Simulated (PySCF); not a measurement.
FZnSH, in a box:

```
F Zn S H
1.0
    11.00000    0.00000    0.00000
     0.00000   10.00000    0.00000
     0.00000    0.00000   13.00000
F Zn S H
1 1 1 1
Direct
  0.44022 0.53538 0.65105
  0.44278 0.53004 0.51541
  0.45533 0.51496 0.35504
  0.56294 0.46414 0.35586
```

The cell isn't the ideal one: atoms moved at random, drawn with an rms of 0.05 Å.

Base run:

| Property | Result |
| --- | --- |
| Program | PySCF 2.14.0 |
| Functional | SCAN0 |
| Potentials or basis | 6-31g* (all-electron) |
| k mesh | 1 × 1 × 1 |
| Occupations | fixed |
| Spin | no spin polarisation |

Its results: gap between the frontier levels 6.95 eV.

**Question.** The run is repeated on the same cell with these changes: functional from SCAN0 to WC. What comes out?

**Answer.** Gap between the frontier levels 4.48 eV.

SCAN0 gives the wider gap, since exact exchange removes part of the self-interaction.

Caveats: this is a molecule in a periodic box at the Γ point, so its band gap is the HOMO-LUMO gap; the basis of atomic orbitals isn't converged, which shifts pressures, moduli and gaps.

